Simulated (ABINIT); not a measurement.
**TaAs in ABINIT: convergence with pawecutdg**

Input of the first run (pawecutdg 19 Ha); the others differ in this setting and in those tied to it:

Contents of run.abi:

```
# Pseudopotentials
pp_dirpath "./"
pseudos "Ta.GGA_PBE-JTH.xml, As.GGA_PBE-JTH.xml"

# Structure
acell 3*1.0 Angstrom
rprim
    -1.7218133622     1.7218133622     5.8679415361
     1.7218133622    -1.7218133622     5.8679415361
     1.7218133622     1.7218133622    -5.8679415361
ntypat 2
znucl 73 33
natom 4
typat 1 1 2 2
xcart
     0.0000000000     0.0000000000    11.0880772109
     3.2537556923     0.0000000000     5.5436760016
     0.0000000000     0.0000000000     1.8325825042
     0.0000000000     3.2537556923     7.3769837135

# Plane-wave basis
ecut 19.0
pawecutdg 19.0
pawxcdev 0

# k points
kptopt 1
ngkpt 8 8 8
nshiftk 1
shiftk 0.0 0.0 0.0

# Exchange and correlation
ixc -116133

# Bands and occupations
nband 34
occopt 6
tsmear 0.1 eV

# SCF cycle
nstep 100
tolvrs 1.0e-9

# Output
iomode 3
prtwf 0
prtden 0
prteig 0
prtebands 0
enunit 2
```

Potentials or basis: JTH PAW PBE v2.0.

Run with:

```bash
$ abinit run.abi > log 2>&1
```

The cell is a database's computed one.

Hardware: 1 thread of Intel(R) Xeon(R) Platinum 8259CL CPU @ 2.50GHz (Skylake/Cascade Lake), on a shared host.

```csv
pawecutdg,energy less the tightest run (meV/atom),pressure (GPa),largest force (eV/Å),SCF cycles,CPU time (s),peak memory (GiB)
19 Ha,0.22,-3.64,0.020,14,590,0.22
22.8,0.69,-3.78,0.022,16,600,0.24
28.5,-0.01,-3.69,0.022,17,540,0.27
34.2,-0.02,-3.72,0.025,16,540,0.29
41.8,0.14,-3.71,0.024,18,600,0.34
51.3,0.00,-3.70,0.025,18,640,0.4
62.7,timed out after 550 s,-,-,-,-,-
```

Against the tightest run, the energy stays within 1 meV/atom from 19 Ha on; the pressure stays within 0.1 GPa from 19 Ha on; the largest force stays within 0.005 eV/Å from 19 Ha on. The tightest run that finished is the yardstick and may itself not be fully converged.

Caveat, for the tightest run too: the PAW data sets were made with another functional, which shifts forces and pressure a little. Spin-orbit coupling is left out, which matters for the levels of Ta.
